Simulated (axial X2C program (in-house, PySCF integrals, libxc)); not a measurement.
# RbGa: properties at the nuclei

Aim: properties at the nuclei of RbGa, with spin–orbit coupling in the Hamiltonian from the start.

Computed with an in-house X2C program for linear molecules on PySCF integrals. Level: two-component X2C with atomic mean-field terms, Rb dyall-cv3z, Ga dyall-cv3z.

All values are calculated.

**1. Set-up**

The input, task.json:

```json
{"zs": [37, 31], "q": 0, "bas": ["dyall-cv3z", "dyall-cv3z"], "r0": 3.34, "levels": ["PBE0", "HF", "B3LYP", "BP86", "PBE"], "nst": 3}
```

Keys: zs atomic numbers; q charge; bas basis sets; r0 starting distance in Å; levels methods (HF also brings MP2); nst determinants followed.

Run with:

```
$ python soeom.py task.json out
```

Further steps of the session: Expectation values, lowest determinant; Expectation values, a higher determinant; Expectation values, a higher determinant.

Before running it: what results should come out? Wanted: lowest determinant; Eeff magnitude; Ws magnitude Rb; A∥/gI Rb; qzz Rb; higher determinant; qzz Ga; μ (for each run or level that gives them).

**Answer**, as computed:

| quantity | value |
| --- | --- |
| lowest determinant | Ω = 2 (excess of +ω over −ω: ω = 1/2, ω = 3/2) |
| Eeff magnitude (GV/cm), PBE0 | 1.66 |
| Ws magnitude Rb (kHz), PBE0 | 0.169 |
| A∥/gI Rb (MHz), PBE0 | 322 |
| qzz Rb (a.u.), PBE0 | -0.14 |
| higher determinant | Ω = 0 (closed shell) |
| qzz Rb (a.u.), PBE0, higher determinant | -0.31 |
| qzz Ga (a.u.), PBE0, higher determinant | -3.43 |
| μ (D), PBE0, higher determinant | -4.10 |
| higher determinant | Ω = 1 (excess of +ω over −ω: 2 × ω = 1/2) |
| Eeff magnitude (GV/cm), PBE0, higher determinant | 1.61 |
| Ws magnitude Rb (kHz), PBE0, higher determinant | 0.347 |
| A∥/gI Rb (MHz), PBE0, higher determinant | 727 |
| qzz Rb (a.u.), PBE0, higher determinant | -0.11 |

In the first state, the effective field runs from 1.3 to 2.35 GV/cm over the mean-field levels. The expectation values come from single determinants, which for open shells can mix terms of unlike spin or miss the lowest Ω, so a determinant need not be a state. Eeff is the effective electric field on the electron dipole moment in this Ω state and Ws the scalar–pseudoscalar constant (defined with the proton number Z and per Ω); A∥ is the parallel hyperfine constant, which follows by multiplying with the nuclear g factor gI = μI/(I μN); qzz is the electric field gradient, eQq0 = 234.96 MHz × Q/barn × qzz; μ is positive if Ga is the positive end. The operators were transformed with the bare-nucleus X2C matrices.
